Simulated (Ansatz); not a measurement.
# ClGeH₃O₂: vertical ionisation energy

The task here is to estimate one member of a computed series from the others.

Method: unrestricted cation, the program's frozen cores in correlated methods; program: Ansatz 0.2.0, Gaussian basis.

Levels to be run: UKS PBE-D4/def2-TZVPP; UKS r2SCAN-D4/def2-TZVPP; UKS PBE0-D4/def2-TZVPP; UKS B3LYP-D4/def2-TZVPP; UKS wB97X-V/def2-TZVPP; UKS wB97M-V/def2-TZVPP; UKS B2PLYP/def2-TZVPP; UHF-CCSD(T)/def2-TZVPP; UHF-MP2/def2-QZVPP; extrapolation to the limit; then −ε(HOMO) from the neutral's earlier runs with LDA (SPW92), PBE-D4, revPBE-D4, BLYP-D4, r2SCAN-D4, B97M-V, PBE0-D4, B3LYP-D4, r2SCANh-D4, r2SCAN0-D4, HSE06-D4, BHLYP-D4, CAM-B3LYP-D4, LC-ωPBE, ωB97X-V, ωB97M-V.

### The geometry

All runs share one geometry, relaxed beforehand with PBE0-D4 in a triple-zeta def2 set.

SMILES `[OH][GeH]([OH])[Cl]`, 7 atoms, charge 0, spin multiplicity 1.

Atoms are counted from 1 here; the program's logs count them from 0.

Bond lengths: O1–Ge2 1.762 Å, O1–H5 0.961 Å, Ge2–O3 1.752 Å, Ge2–Cl4 2.153 Å, Ge2–H6 1.523 Å, O3–H7 0.961 Å. Angles: Ge2–O1–H5 112.5°, O1–Ge2–O3 107.9°, O1–Ge2–Cl4 106.1°, O1–Ge2–H6 114.4°, O3–Ge2–Cl4 111.1°, O3–Ge2–H6 107.5°, Cl4–Ge2–H6 109.9°, Ge2–O3–H7 112.7°.

The first run:

Contents of in.yaml:

```yaml
crystal:
  periodic: [false, false, false]
  atoms:
    - {symbol: O, position_ang: [-0.173462, 1.383409, -0.546014]}
    - {symbol: Ge, position_ang: [-0.114167, -0.085242, 0.425545]}
    - {symbol: O, position_ang: [1.490914, -0.770504, 0.270832]}
    - {symbol: Cl, position_ang: [-1.602729, -1.405914, -0.396983]}
    - {symbol: H, position_ang: [-0.974066, 1.442519, -1.073899]}
    - {symbol: H, position_ang: [-0.377275, 0.131332, 1.910016]}
    - {symbol: H, position_ang: [1.811884, -0.763602, -0.635197]}
basis:
  gaussian: {orbitals: def2-TZVPP}
total_charge: 1
magnetization: {spin_polarized: true, initial_magnetization: 1}
hamiltonian: {xc: pbe, dispersion: d4}
```

Command:

```console
> ansatz run in.yaml --threads 2 --pin off --events-out ev --progress --plain --max-ram 22528MiB --backend cpu
```

Steps of the session up to this table: Cation, UKS PBE-D4/def2-TZVPP; Cation, UKS r2SCAN-D4/def2-TZVPP; Cation, UKS PBE0-D4/def2-TZVPP; Cation, UKS B3LYP-D4/def2-TZVPP; Cation, UKS wB97X-V/def2-TZVPP; Cation, UKS wB97M-V/def2-TZVPP; Cation, UKS B2PLYP (frozen core)/def2-TZVPP; Cation, UHF-CCSD(T)/def2-TZVPP; Cation, UHF-MP2/def2-QZVPP.

One of the session's tables, all rows but one given; the rest of the session is left out.

For comparison, −ε(HOMO) of the neutral from earlier runs:

```
  functional  −ε(HOMO) (eV)
 LDA (SPW92)           7.74
      PBE-D4           7.56
   revPBE-D4           7.49
     BLYP-D4           7.45
   r2SCAN-D4           7.97
      B97M-V           8.06
     PBE0-D4              ?
    B3LYP-D4           8.92
  r2SCANh-D4           8.59
  r2SCAN0-D4           9.48
    HSE06-D4           8.80
    BHLYP-D4          10.60
CAM-B3LYP-D4          10.63
     LC-ωPBE          12.05
     ωB97X-V          11.68
     ωB97M-V          11.53
```

Estimate the missing values for PBE0-D4.

The run gave: −ε(HOMO) (eV): 9.21. In the column «−ε(HOMO) (eV)» it lies between B3LYP-D4 (8.92) and r2SCAN0-D4 (9.48).
